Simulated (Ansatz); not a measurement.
# AlAs2: the cost of one run

Program: Ansatz 0.2.0. Level of theory: DFT PBE, scalar-relativistic, plane waves, PAW. These are calculated values, not measurements.

### Step 1. The system as given

It takes space group I4/mmm (No. 139, tetragonal). The conventional cell has a = 3.366 Å, b = 3.366 Å, c = 10.951 Å, α = 90.00°, β = 90.00°, γ = 90.00°. Al (site symmetry 4/mmm) is surrounded by 8 As at 2.96 Å and 4 Al at 3.37 Å. As (site symmetry 4mm) has 4 Al at 2.96 Å as nearest neighbours.

Coordinates:

```cif
data_structure
_symmetry_space_group_name_H-M 'P 1'
_symmetry_Int_Tables_number 1
_cell_length_a 5.9701
_cell_length_b 5.9701
_cell_length_c 5.9701
_cell_angle_alpha 147.257
_cell_angle_beta 147.257
_cell_angle_gamma 46.984
_cell_volume 62.02
loop_
_atom_site_label
_atom_site_type_symbol
_atom_site_fract_x
_atom_site_fract_y
_atom_site_fract_z
_atom_site_occupancy
Al1 Al 0.00000 0.00000 0.00000 1
As1 As 0.34000 0.34000 0.00000 1
As2 As 0.66000 0.66000 0.00000 1
```

(A quick probe on a coarse mesh, which set the mesh and smearing, is not shown.)

### Step 3. Coarse relaxation

File input.yaml:

```yaml
crystal:
  lattice:
    - [-1.6827824994, 1.6827824994, 5.475305906]
    - [1.6827824994, -1.6827824994, 5.475305906]
    - [1.6827824994, 1.6827824994, -5.475305906]
  atoms:
    - { symbol: Al, position: [0.0, 0.0, 0.0] }
    - { symbol: As, position: [0.34, 0.34, 0.0] }
    - { symbol: As, position: [0.66, 0.66, 0.0] }
basis:
  ecutwfc: 420
kpoints:
  mp_grid: { grid: [8, 8, 8] }
hamiltonian:
  xc: pbe
scf:
  occupations: { method: gaussian, width: 0.1 }
  lower_state_search: "off"
output:
  forces: true
  stress: true
  eigenvalues: true
relax:
  adjacent_minimum: "off"
  f_tol: 0.04
  max_steps: 70
  cell: { stress_tol: 0.4 }
```

Launch:

```sh
ansatz run input.yaml --threads 1 --pin off --max-ram 2560MiB --backend cpu --events-out ev --progress --plain --runs-dir out
```

What time and memory should one allow on 1 thread of Intel Xeon Platinum 8259CL at 2.50GHz (Skylake/Cascade Lake), shared host?

About 41 s, with a peak of 0.44 GiB.
